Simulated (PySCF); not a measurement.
# TaCl₆−: NMR shieldings with heavy atoms

Programs: PySCF 2.14.0, with routines of our own; each step states its level. All values are computed. Atoms count from 0.

## Step 1: The starting structure

7 atoms, charge -1, multiplicity 1; geometry from: GFN2-xTB.

## Step 2: Geometry optimisation at PBE0-D3(BJ)/def2-SVP

What the job is given:

```
{"job": {"xc": "PBE0", "basis": "def2-SVP", "d3": "d3bj", "grid": 1, "maxiter": 30, "kind": "geom"}, "charge": -1, "multiplicity": 1}
Ta     0.000230     0.000150     0.000010
Cl    -0.007370     0.000390     2.357180
Cl     0.030560     0.018810    -2.356860
Cl     2.357080    -0.002360     0.013860
Cl    -2.356700    -0.017070    -0.024130
Cl    -0.019610     2.357100     0.013990
Cl    -0.004190    -2.357010    -0.004050
```

The run is started by

```sh
> OMP_NUM_THREADS=2 python heavy_run.py task.json out
```

This one command runs all jobs of the session in turn.

**Question.** How long does this first job take on 2 threads of AMD EPYC 9R45, shared host, and how much memory does it need?

About 31 s, with a peak of 0.62 GiB.
